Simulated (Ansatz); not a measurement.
Write a Python script for the Python package of Ansatz (0.2.0) that makes an atomisation energy of CH3ClSi, SMILES C[Si]Cl. Settings (for the species named): CCSD(T), 6-31G* basis, multiplicity 1.

| atom | x (Å) | y (Å) | z (Å) |
| --- | --- | --- | --- |
| C | -0.3983 | 0.3420 | -0.1779 |
| Si | 0.2782 | -0.6354 | 1.1618 |
| Cl | 1.9015 | -1.6113 | 0.4320 |
| H | 0.3418 | 1.1401 | -0.5624 |
| H | -1.3315 | 0.9189 | 0.1402 |
| H | -0.7496 | -0.2183 | -1.0399 |

Script `ch3clsi_tae.py`:
```python
"""Energy to split CH3ClSi into its atoms."""

from collections import Counter

import ansatz as az

config = {
    "basis": "6-31G*",
    "level": "ccsd_t",
}


def energy_of(molecule, charge=0, unpaired=0):
    calc = molecule.calculation().basis(gaussian=config["basis"]).correlation(config["level"])
    if charge:
        calc = calc.charge(charge)
    if unpaired:
        calc = calc.spin("collinear", total=unpaired)
    report = calc.run(threads=1).report
    if report["published_state_doubts"]:
        print("  doubts:", report["published_state_doubts"])
    return report["free_energy_ev"]

geometry_ang = [
    ("C", [-0.3983, 0.342, -0.1779]),
    ("Si", [0.2782, -0.6354, 1.1618]),
    ("Cl", [1.9015, -1.6113, 0.432]),
    ("H", [0.3418, 1.1401, -0.5624]),
    ("H", [-1.3315, 0.9189, 0.1402]),
    ("H", [-0.7496, -0.2183, -1.0399]),
]
mol = az.Crystal.molecule()
for symbol, xyz in geometry_ang:
    mol = mol.atom(symbol, xyz)

# unpaired electrons of the ground-state atoms
unpaired = {"C": 2, "Si": 2, "Cl": 1, "H": 1}
counts = Counter(site.symbol for site in mol.cartesian_sites)
atom_energy = {s: energy_of(az.Crystal.molecule().atom(s, (0, 0, 0)), 0, unpaired[s]) for s in counts}
whole = energy_of(mol, 0, 0)
for s, e in atom_energy.items():
    print(f"{s:2s} x{counts[s]}  {e:14.5f} eV")
print(f"CH3ClSi: {whole:.5f} eV")
split = sum(counts[s] * e for s, e in atom_energy.items()) - whole
print(f"atomisation energy (no zero-point term): {split:.3f} eV, {split / sum(counts.values()):.3f} eV an atom")
```

```console
$ python ch3clsi_tae.py
C  x1     -1027.30433 eV
Si x1     -7861.07413 eV
Cl x1    -12505.54994 eV
H  x3       -13.55761 eV
CH3ClSi: -21453.20966 eV
atomisation energy (no zero-point term): 18.608 eV, 3.101 eV an atom
```

18.608 eV from the electronic energies, without the zero-point term.

Caveats:
- Total energies depend on the basis set; only differences at equal settings carry meaning.
- The geometry is a force-field or estimated start, not a minimum of this method, and the basis set is short of its limit. All parts are taken at fixed geometry, without zero-point energy.
- In double-zeta sets correlated atomisation energies come out some 10 to 15 % low.
- Finished in 2 s on 1 thread of Arm Neoverse V2 (shared host), peak memory 0.18 GiB.
